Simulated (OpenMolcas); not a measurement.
# Ru⁴⁺ among point charges: CASSCF and CASPT2 levels and susceptibility

Aim: the splitting of the states of Ru⁴⁺ in the field of 6 point charges, its lowest levels with spin-orbit coupling and its magnetic susceptibility.

The numbers are computed with OpenMolcas 26.06 (state-averaged CASSCF and CASPT2, spin-orbit coupling by RASSI with atomic mean-field integrals), except any that are marked as measured or tabulated.

## (1) Starting point

| Item | Value |
| --- | --- |
| Species | Ru⁴⁺ (ruthenium, Z = 44, 40 electrons) |
| Basis | ANO-RCC-VTZP [7s6p4d2f1g], 68 functions |
| Scalar Hamiltonian | DKH2, point nucleus |
| Inactive shells | 1s 2s 2p 3s 3p 3d 4s 4p |
| Active space | 4 electrons in 5 orbitals (4d) |
| Some configurations of this space | 4d4 |
| Orbitals | optimised for each spin and parity, averaged over all roots |

Outer shells as boxes (Hund's rule):

4d4
```
4d [↑ ][↑ ][↑ ][↑ ][  ]
```

The ion sits among 6 point charges of -1.7 e arranged as a trigonal antiprism (D3d), 2.14 Å from the ion, with a polar angle of 62.4° against the regular 54.74°.

Each step is its own input file, run in one work folder so that later steps find the files of earlier ones. Labels, J, g values, rates, χT and fits are worked out afterwards by a script from the matrices that RASSI stores. The input lists half of the charges; inversion (Group=XYZ) makes the rest.

## (2) One- and two-electron integrals

The input, a.inp:

```
&GATEWAY
Coord
1

Ru 0.0 0.0 0.0
Basis=ANO-RCC-VTZP
Group=XYZ
NoMove
AngMom=0.0 0.0 0.0
AMFI
XField
3 Angstrom 0
0.000000 1.896451 0.991500 -1.700000
1.642375 -0.948226 0.991500 -1.700000
1.642375 0.948226 -0.991500 -1.700000
&SEWARD
```

## (3) CASSCF: quintets of even parity, 5 roots

The input, a.inp:

```
&RASSCF
FileOrb=start.orb
Symmetry=1
Spin=5
nActEl=4 0 0
Inactive=9 9
Ras2=5 0
CIRoot=5 5 1
SDav=5
CIMx=300
Iter=120 100
PrWF=0.3
OrbListing=Nothing
MaxOrb=0
>>> COPY $Project.JobIph JOB001
```

start.orb holds the contracted functions of the basis, ordered by shell, or the orbitals of the step before.

## (4) Reference wave functions, triplets of even parity, 45 roots

The input, a.inp:

```
&RASSCF
FileOrb=start.orb
Symmetry=1
Spin=3
nActEl=4 0 0
Inactive=9 9
Ras2=5 0
CIRoot=45 45 1
SDav=45
CIMx=300
Iter=120 100
PrWF=0.3
OrbListing=Nothing
MaxOrb=0
>>> COPY $Project.JobIph JOB002
```

## (5) Reference wave functions, singlets of even parity, 50 roots

The input, a.inp:

```
&RASSCF
FileOrb=start.orb
Symmetry=1
Spin=1
nActEl=4 0 0
Inactive=9 9
Ras2=5 0
CIRoot=50 50 1
SDav=50
CIMx=300
Iter=120 100
PrWF=0.3
OrbListing=Nothing
MaxOrb=0
>>> COPY $Project.JobIph JOB003
```

## (6) State interaction with spin-orbit coupling

The input, a.inp:

```
&RASSI
NrOfJobIphs=3 5 45 50
1 2 3 4 5
1 2 3 4 5 6 7 8 9 10 11 12 13 14 15 16 17 18 19 20 21 22 23 24 25 26 27
28 29 30 31 32 33 34 35 36 37 38 39 40 41 42 43 44 45
1 2 3 4 5 6 7 8 9 10 11 12 13 14 15 16 17 18 19 20 21 22 23 24 25 26 27
28 29 30 31 32 33 34 35 36 37 38 39 40 41 42 43 44 45 46 47 48 49 50
IphNames
JOB001
JOB002
JOB003
EJob
SpinOrbit
DIPRint=1.0
SOCoupling=1000.0
Subsets=2
Property=9
'ANGMOM' 1 'ANGMOM' 2 'ANGMOM' 3 'MLTPL  1' 1 'MLTPL  1' 2 'MLTPL  1' 3
'AMFI' 1 'AMFI' 2 'AMFI' 3
SOProperty=3
'ANGMOM' 1 'ANGMOM' 2 'ANGMOM' 3
```

## (7) CASPT2: IPEA 0.25, imaginary shift 0.1 (closed shells correlated: 4s 4p)

The input, a.inp:

```
>>> COPY JOB001 $Project.JobIph
&CASPT2
Multistate=5 1 2 3 4 5
NoMult
Frozen=8 6
IPEA=0.25
Imaginary=0.1
MaxIter=60
WThr=0.0 0.3 0.05
PrWF=0.5
NoMix
>>> COPY JOB002 $Project.JobIph
&CASPT2
Multistate=45 1 2 3 4 5 6 7 8 9 10 11 12 13 14 15 16 17 18 19 20 21 22
23 24 25 26 27 28 29 30 31 32 33 34 35 36 37 38 39 40 41 42 43 44 45
NoMult
Frozen=8 6
IPEA=0.25
Imaginary=0.1
MaxIter=60
WThr=0.0 0.3 0.05
PrWF=0.5
NoMix
>>> COPY JOB003 $Project.JobIph
&CASPT2
Multistate=50 1 2 3 4 5 6 7 8 9 10 11 12 13 14 15 16 17 18 19 20 21 22
23 24 25 26 27 28 29 30 31 32 33 34 35 36 37 38 39 40 41 42 43 44 45 46
47 48 49 50
NoMult
Frozen=8 6
IPEA=0.25
Imaginary=0.1
MaxIter=60
WThr=0.0 0.3 0.05
PrWF=0.5
NoMix
```

(Steps that only read results are left out.)

Q: Predict the outcome of this session. Wanted: spin-free ground state; first state of the same spin within the active space; lowest level; next level.

The runs gave:

| quantity | value |
| --- | --- |
| method | SS-CASPT2, IPEA 0.25, imaginary shift 0.1 (closed shells correlated: 4s 4p) |
| spin-free ground state | 5E, 2-fold in its orbital part |
| first state of the same spin within the active space | 5E at 6080 cm⁻¹ |
| lowest level | 1-fold A1 |
| next level | 29.6 cm⁻¹ |
| χT at 300 K | 1.20 cm³ K/mol |
| effective moment at 300 K | 3.10 μB |

Cost by method:

```tsv
method	time of its own steps	time with the reference
A. CASSCF	21 s	21 s
B. SS-CASPT2, IPEA 0.25, imaginary shift 0.1, +4s 4p	11 s	32 s
```

Times are of one thread on a shared host.

**Reading.** The spin-free ground state (5E) comes to 100 % from free-ion D terms and keeps the highest spin of the shell. χT at 300 K is 1.20, against 3.01 cm³ K/mol for the spin alone, so spin-orbit coupling lowers it. An active space of the d shell alone favours high spin; real ions in strong fields can be low spin. CASPT2 does not keep the components of a term degenerate, and the means are used. The field of point charges can differ much from that of real complexes. With metal d orbitals alone active, the gaps between spin states are rough; where two lie within a few thousand cm-1, their order is open. Point charges carry no covalency, so the field is a model and not that of real ligands.
